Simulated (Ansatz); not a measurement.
# Ba4HfTi3O12: the cost of one run

Computed with Ansatz 0.2.0 (DFT, PBE, plane-wave PAW, default files, scalar-relativistic, as far as a step names no other, unless a step's input says otherwise).

### Step 1. The structure to begin with

Symmetry: Im-3m, No. 229, cubic system. The conventional cell has a = 8.012 Å, b = 8.012 Å, c = 8.012 Å, α = 90.00°, β = 90.00°, γ = 90.00°. Around Ba (site symmetry -3m) lie 12 O at 2.83 Å. Hf (site symmetry m-3m) is surrounded by 6 O at 2.00 Å. Ti (site symmetry 4/mmm) is surrounded by 6 O at 2.00 Å. O (site symmetry 4mm) is surrounded by 1 Hf at 2.00 Å and 1 Ti at 2.00 Å and 4 Ba at 2.83 Å. Around O (site symmetry -4m2) lie 2 Ti at 2.00 Å and 4 Ba at 2.83 Å.

As a file:

```cif
data_structure
_symmetry_space_group_name_H-M 'Im-3m'
_symmetry_Int_Tables_number 229
_cell_length_a 8.0120
_cell_length_b 8.0120
_cell_length_c 8.0120
_cell_angle_alpha 90.000
_cell_angle_beta 90.000
_cell_angle_gamma 90.000
_cell_volume 514.31
loop_
_atom_site_label
_atom_site_type_symbol
_atom_site_symmetry_multiplicity
_atom_site_Wyckoff_symbol
_atom_site_fract_x
_atom_site_fract_y
_atom_site_fract_z
_atom_site_occupancy
Ba1 Ba 8 c 0.25000 0.25000 0.25000 1
Hf1 Hf 2 a 0.00000 0.00000 0.00000 1
Ti1 Ti 6 b 0.00000 0.00000 0.50000 1
O1 O 12 e 0.25000 0.00000 0.00000 1
O2 O 12 d 0.25000 0.00000 0.50000 1
```

Atom 5 of the input is the impurity.

### Step 2. First run, atoms as given

input.yaml

```yaml
crystal:
  lattice:
    - [-4.006, 4.006, 4.006]
    - [4.006, -4.006, 4.006]
    - [4.006, 4.006, -4.006]
  atoms:
    - { symbol: Ba, position: [0.5, 0.5, 0.5] }
    - { symbol: Ba, position: [0.0, 0.0, 0.5] }
    - { symbol: Ba, position: [0.0, 0.5, 0.0] }
    - { symbol: Ba, position: [0.5, 0.0, 0.0] }
    - { symbol: Hf, position: [0.0, 0.0, 0.0] }
    - { symbol: Ti, position: [0.5, 0.5, 0.0] }
    - { symbol: Ti, position: [0.5, 0.0, 0.5] }
    - { symbol: Ti, position: [0.0, 0.5, 0.5] }
    - { symbol: O, position: [0.0, 0.25, 0.25] }
    - { symbol: O, position: [0.5, 0.75, 0.25] }
    - { symbol: O, position: [0.5, 0.25, 0.75] }
    - { symbol: O, position: [0.0, 0.75, 0.75] }
    - { symbol: O, position: [0.25, 0.0, 0.25] }
    - { symbol: O, position: [0.75, 0.5, 0.25] }
    - { symbol: O, position: [0.75, 0.0, 0.75] }
    - { symbol: O, position: [0.25, 0.5, 0.75] }
    - { symbol: O, position: [0.25, 0.25, 0.0] }
    - { symbol: O, position: [0.75, 0.75, 0.0] }
    - { symbol: O, position: [0.75, 0.25, 0.5] }
    - { symbol: O, position: [0.25, 0.75, 0.5] }
kpoints:
  mp_grid: { grid: [3, 3, 3] }
scf:
  occupations: { method: fermi_dirac, width: 0.01 }
hamiltonian:
  xc: pbe
  pseudopotentials: { kind: paw }
output:
  forces: true
  stress: true
  populations: true
  efg:
    quadrupole_moments_barn: { Ba: 0.236, Hf: 3.365, Ti: 0.247, O: -0.02558 }
    contact_densities: true
```

Run with:

```bash
> ansatz run input.yaml --threads 1 --pin off --max-ram 3072MiB --backend cpu --events-out ev --progress --plain --runs-dir out
```

What time and memory should one allow on 1 thread of Intel Xeon Platinum 8488C (Sapphire Rapids), shared host?

About 11 s, with a peak of 0.82 GiB.
